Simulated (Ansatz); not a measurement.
# ClH5N2Si (built from SMILES N[SiH](N)Cl): search for a transition state

Wanted: the transition state of a 1,1-elimination (form Cl2–H3 and break Si1–Cl2, Si1–H3). The guess is relaxed with those distances held, a saddle search follows, and vibrations and two downhill relaxations check it.

Computed with Ansatz 0.2.0, Gaussian basis. Level: PBE0-D4, def2-SVP first, then def2-TZVP.

114 further runs of the same task are left out: 114 set aside as unsound or not needed.

### Step 1. The starting structure

The guess: 9 atoms, charge 0, spin multiplicity 1.

Atoms are counted from 1 here; the program's logs count them from 0.

Bond lengths: Si1–N4 1.880 Å, Si1–N5 1.708 Å, H3–N4 1.133 Å, N4–H6 1.018 Å, N4–H7 1.015 Å, N5–H8 1.007 Å, N5–H9 1.014 Å. Angles: N4–Si1–N5 93.1°, Si1–N4–H3 95.0°, Si1–N4–H6 116.9°, Si1–N4–H7 117.0°, H3–N4–H6 108.3°, H3–N4–H7 108.4°, H6–N4–H7 109.5°, Si1–N5–H8 120.9°, Si1–N5–H9 119.4°, H8–N5–H9 110.4°.

As a file:

```
atom    x (Å)    y (Å)    z (Å)
 Si1   1.1174   0.6098  -0.4416
 Cl2  -0.4628  -1.9471  -1.3140
  H3   0.0240  -1.2850   0.1985
  N4   0.5023  -0.5439   0.9100
  N5  -0.3938   1.3914  -0.5919
  H6  -0.2207  -0.1837   1.5301
  H7   1.2057  -1.0310   1.4558
  H8  -0.5262   2.1379  -1.2553
  H9  -1.2459   0.8516  -0.4916
```

Distances that are to change: Cl2–H3 1.72 Å, Si1–Cl2 3.13 Å, Si1–H3 2.28 Å.

### Step 2. Relaxing the guess with the reacting distances held

hold/in.yaml reads:

```yaml
crystal:
  periodic: [false, false, false]
  atoms:
    - {symbol: Si, position_ang: [1.117400, 0.609800, -0.441600]}
    - {symbol: Cl, position_ang: [-0.462800, -1.947100, -1.314000]}
    - {symbol: H, position_ang: [0.024000, -1.285000, 0.198500]}
    - {symbol: N, position_ang: [0.502300, -0.543900, 0.910000]}
    - {symbol: N, position_ang: [-0.393800, 1.391400, -0.591900]}
    - {symbol: H, position_ang: [-0.220700, -0.183700, 1.530100]}
    - {symbol: H, position_ang: [1.205700, -1.031000, 1.455800]}
    - {symbol: H, position_ang: [-0.526200, 2.137900, -1.255300]}
    - {symbol: H, position_ang: [-1.245900, 0.851600, -0.491600]}
basis:
  gaussian: {orbitals: def2-SVP}
hamiltonian: {xc: pbe0, dispersion: d4}
relax: {f_tol: 0.04, max_steps: 150, escape_saddle: false, constraints: [{distance: [1, 2]}, {distance: [0, 1]}, {distance: [0, 2]}]}
```

On the command line:

```sh
$ ansatz run in.yaml --threads 4 --pin off --events-out ev --progress --plain --max-ram 9574MiB
```

Further steps of the session: A starting Hessian; Saddle search in the small basis; Saddle search in triple zeta; Checking the order of the point; Relaxing after a step of 0.30 Å one way along the mode; Relaxing after a step of 0.30 Å the other way along the mode.

What does the calculation give? Wanted: imaginary mode; barrier from the start side; barrier from the end side; energy of the step; pairs that change; zero-point energy at the saddle.

As calculated:

| quantity | value |
| --- | --- |
| imaginary mode | 620i cm⁻¹ |
| barrier from the start side | 100.6 kJ/mol |
| barrier from the end side | 18.1 kJ/mol |
| energy of the step | +82.5 kJ/mol |
| pairs that change | Cl2–H3 formed, Si1–Cl2 broken, H3–N4 broken |
| zero-point energy at the saddle | 1.642 eV |

**Reading.** The point has a single imaginary mode (620i cm⁻¹), as a transition state must. The two relaxations don't end on the planned structures: the search found another step. At PBE0-D4/def2-TZVP the electronic barrier is 100.6 kJ/mol, about 41 kT at 298 K, and the step runs 82.5 kJ/mol uphill. A step off the saddle overshot and began above it in energy, so the link to its end is likely but not proven. Lower complexes than these ends may exist.
